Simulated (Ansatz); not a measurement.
# SiBH4ClO: small, medium and large basis sets

Aim: see how fast density functionals converge with the basis set for SiBH4ClO.

Computed with Ansatz 0.2.0, Gaussian basis. Level: one geometry, several basis sets.

The runs, in order: PBE0-D4/def2-SVP; ωB97M-V/def2-SVP; PBE0-D4/def2-QZVPP; ωB97M-V/def2-QZVPP; the functionals' def2-TZVPP values are taken from earlier runs.

## 1. The geometry

The geometry comes from an earlier relaxation with PBE0-D4 in a triple-zeta def2 set; it is a stationary point, not always the lowest conformer.

SMILES `OB([SiH3])Cl`, 8 atoms, charge 0, spin multiplicity 1.

Atoms are counted from 1 here; the program's logs count them from 0.

Bond lengths: O1–B2 1.343 Å, O1–H5 0.965 Å, B2–Si3 2.023 Å, B2–Cl4 1.779 Å, Si3–H6 1.486 Å, Si3–H7 1.488 Å, Si3–H8 1.488 Å. Angles: B2–O1–H5 113.9°, O1–B2–Si3 121.8°, O1–B2–Cl4 119.2°, Si3–B2–Cl4 119.0°, B2–Si3–H6 112.1°, B2–Si3–H7 109.2°, B2–Si3–H8 109.2°, H6–Si3–H7 109.1°, H6–Si3–H8 109.1°, H7–Si3–H8 108.1°.

## 2. PBE0-D4 in def2-SVP

Contents of in.yaml:

```yaml
crystal:
  periodic: [false, false, false]
  atoms:
    - {symbol: O, position_ang: [-0.463387, 1.550875, -0.887962]}
    - {symbol: B, position_ang: [-0.138061, 0.255272, -0.750147]}
    - {symbol: Si, position_ang: [0.266281, -0.556197, 1.058368]}
    - {symbol: Cl, position_ang: [-0.059070, -0.776790, -2.196423]}
    - {symbol: H, position_ang: [-0.632477, 1.816924, -1.799569]}
    - {symbol: H, position_ang: [0.148712, 0.439360, 2.155935]}
    - {symbol: H, position_ang: [1.647883, -1.109108, 1.049146]}
    - {symbol: H, position_ang: [-0.677883, -1.677437, 1.314953]}
basis:
  gaussian: {orbitals: def2-SVP}
hamiltonian: {xc: pbe0, dispersion: d4}
output: {orbitals: {seedname: orbitals}}
```

The run is started by

```
$ ansatz run in.yaml --threads 2 --pin off --events-out ev --progress --plain --max-ram 4352MiB
```

After this run come: ωB97M-V in def2-SVP; PBE0-D4 in def2-QZVPP; ωB97M-V in def2-QZVPP.

Before running them: what should the planned runs give, taken together? Wanted: PBE0-D4: double and triple zeta above quadruple; ωB97M-V: double and triple zeta above quadruple.

**Answer**, as computed:

```
                                       quantity           value
PBE0-D4: double and triple zeta above quadruple  11.04, 0.79 eV
ωB97M-V: double and triple zeta above quadruple  11.07, 0.74 eV
```

In words: PBE0-D4 gains 10.25 eV from double to triple zeta, then 0.79 eV more. Total energies overstate the basis error of differences, where much of it tends to cancel.
